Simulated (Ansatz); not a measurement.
# V2BN: the cost of one run

Method: DFT PBE, scalar-relativistic, plane waves, PAW, in Ansatz 0.2.0.

## (1) The system as given

The structure is tetragonal, space group P4/mmm (No. 123). The conventional cell has a = 3.203 Å, b = 3.203 Å, c = 4.330 Å, α = 90.00°, β = 90.00°, γ = 90.00°. Around V (site symmetry 4mm) lie 1 N at 1.28 Å. Around B (site symmetry 4/mmm) lie 4 N at 2.27 Å and 8 V at 2.60 Å. Around N (site symmetry 4/mmm) lie 2 V at 1.28 Å.

Coordinates:

```xyz
4
Lattice="3.2032 0.0000 0.0000 0.0000 3.2032 0.0000 0.0000 0.0000 4.3302" Properties=species:S:1:pos:R:3 pbc="T T T"
V     0.0000    0.0000    0.8804
V     0.0000    0.0000    3.4498
B     1.6016    1.6016    2.1651
N     0.0000    0.0000    2.1651
```

The cell is invented: random cell by space group and Wyckoff sites (P4/mmm, No. 123). The dimensions are guesses.

## (2) A first look at the guess

input.yaml

```yaml
crystal:
  lattice:
    - [3.20323795, 0.0, 0.0]
    - [0.0, 3.20323795, 0.0]
    - [0.0, 0.0, 4.33020604]
  atoms:
    - { symbol: V, position: [0.0, 0.0, 0.2033193], spin: 2.0 }
    - { symbol: V, position: [0.0, 0.0, 0.7966807], spin: 2.0 }
    - { symbol: B, position: [0.5, 0.5, 0.5] }
    - { symbol: "N", position: [0.0, 0.0, 0.5] }
basis:
  ecutwfc: 420
kpoints:
  mp_grid: { grid: [6, 6, 4] }
hamiltonian:
  xc: pbe
scf:
  occupations: { method: gaussian, width: 0.1 }
  lower_state_search: "off"
output:
  forces: true
  stress: true
  eigenvalues: true
  populations: true
magnetization:
  spin_polarized: true
```

Command:

```console
> ansatz run input.yaml --threads 1 --pin off --max-ram 2560MiB --backend cpu --events-out ev --progress --plain --runs-dir out
```

**Question.** How long does this run take on 1 thread of Arm Neoverse V1, shared host, and how much memory does it need?

About 9.2 s, with a peak of 0.34 GiB.
